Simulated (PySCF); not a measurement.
# MP2/ccECP-aug-cc-pVDZ (core potential) run of SnH2Cl2 (SMILES [Cl][SnH2][Cl])

Aim: the vertical ionisation energy of SnH2Cl2 at MP2/ccECP-aug-cc-pVDZ (core potential), from 2 runs. 

The results are computed with PySCF 2.14.0.

## (1) The structure to begin with

The species is SnH2Cl2 (5 atoms), meant as a singlet with charge 0. As SMILES, `[Cl][SnH2][Cl]`. Geometry: relaxed at PBE0-D4/def2-TZVP.

Bond lengths: Cl1–Sn2 2.316 Å, Sn2–Cl3 2.316 Å, Sn2–H4 1.695 Å, Sn2–H5 1.695 Å. Angles: Cl1–Sn2–Cl3 106.5°, Cl1–Sn2–H4 107.8°, Cl1–Sn2–H5 107.8°, Cl3–Sn2–H4 107.8°, Cl3–Sn2–H5 107.8°, H4–Sn2–H5 118.6°.

## (2) A single-point energy at MP2/ccECP-aug-cc-pVDZ (core potential)

Input file mol.xyz:

```xyz
5

Cl    -1.795300    -0.326200     1.206500
Sn     0.192400    -0.102900     0.038600
Cl    -0.250400     1.295500    -1.753900
H      0.602200    -1.626300    -0.582100
H      1.301000     0.686300     1.049400
```

Input file run.py:

```python
# [Cl][SnH2][Cl]
from pyscf import gto, scf, mp

mol = gto.Mole()
mol.atom = 'mol.xyz'
mol.verbose = 3
mol.basis = 'ccecp-aug-cc-pvdz'
mol.max_memory = 1860
mol.charge = 0
mol.ecp = 'ccecp'
mol.spin = 0
mol.build()

mf = scf.RHF(mol)
mf.conv_tol = 1e-10
mf.kernel()
if not mf.converged:
    mf = mf.newton().run(mf.mo_coeff, mf.mo_occ)

pt = mp.MP2(mf).run()
etot = pt.e_tot
print('E = %.10f Eh' % etot)
```

On the command line:

```console
OMP_NUM_THREADS=1 python run.py
```

The program printed:

```text
converged SCF energy = -33.9979084047206
E(RMP2) = -34.3926032023815  E_corr = -0.394694797660924
E(SCS-RMP2) = -34.3887487309024  E_corr = -0.390840326181779
E = -34.3926032024 Eh
```

Wall time 2.8 s (1 thread of Intel Xeon Platinum 8488C (Sapphire Rapids), shared host); peak memory 0.19 GiB.

## (3) The doublet cation, same level

Input file calc.py:

```python
from pyscf import gto, mp

system = gto.Mole()
system.atom = '''
Cl      -1.795300      -0.326200       1.206500
Sn       0.192400      -0.102900       0.038600
Cl      -0.250400       1.295500      -1.753900
H        0.602200      -1.626300      -0.582100
H        1.301000       0.686300       1.049400
'''
system.basis = 'ccecp-aug-cc-pvdz'
system.spin = 1
system.ecp = 'ccecp'
system.verbose = 3
system.max_memory = 1860
system.charge = 1
system.build()

hf = system.UHF()
hf.conv_tol = 1e-10
hf.kernel()
if not hf.converged:
    hf = hf.newton().run(hf.mo_coeff, hf.mo_occ)

pt = mp.MP2(hf).run()
e_tot = pt.e_tot
print('Final energy', e_tot)
```

On the command line:

```console
OMP_NUM_THREADS=1 python calc.py
```

The program printed:

```text
converged SCF energy = -33.5746869276929  <S^2> = 0.78891869  2S+1 = 2.0385472
E(UMP2) = -33.9717307027397  E_corr = -0.397043775046771
E(SCS-UMP2) = -33.9642586894609  E_corr = -0.389571761767983
Final energy -33.971730702739706
```

Run time: 3.9 s. Hardware: 1 thread of Intel Xeon Platinum 8488C (Sapphire Rapids), shared host; peak memory 0.2 GiB.

## (4) What came out

Level: MP2/ccECP-aug-cc-pVDZ (core potential).

| quantity | value |
| --- | --- |
| singlet SnH2Cl2: total energy | -34.39260 Eh |
| singlet SnH2Cl2: dipole moment (Hartree–Fock density) | 2.79 D |
| singlet SnH2Cl2: HOMO energy (Hartree–Fock orbitals) | -12.14 eV |
| singlet SnH2Cl2: LUMO energy (Hartree–Fock orbitals) | 0.66 eV |
| singlet SnH2Cl2: HOMO–LUMO gap (Hartree–Fock orbitals) | 12.80 eV |
| singlet SnH2Cl2: correlation energy | -394.7 mEh |
| doublet cation: total energy | -33.97173 Eh |
| doublet cation: HOMO energy (Hartree–Fock orbitals) (highest over α and β) | -15.40 eV |
| doublet cation: LUMO energy (Hartree–Fock orbitals) (lowest over α and β) | -10.89 eV |
| doublet cation: correlation energy | -397.0 mEh |
| doublet cation: ⟨S²⟩ of the reference determinant | 0.789 |
| vertical ionisation energy (to the doublet cation) | 11.453 eV |

In words: The vertical ionisation energy comes to 11.45 eV (1105 kJ/mol). Mulliken charges (doublet cation) of the mean-field density run from -0.12 on Cl1 to +0.92 on Sn2; in a basis this large or diffuse they mean little.
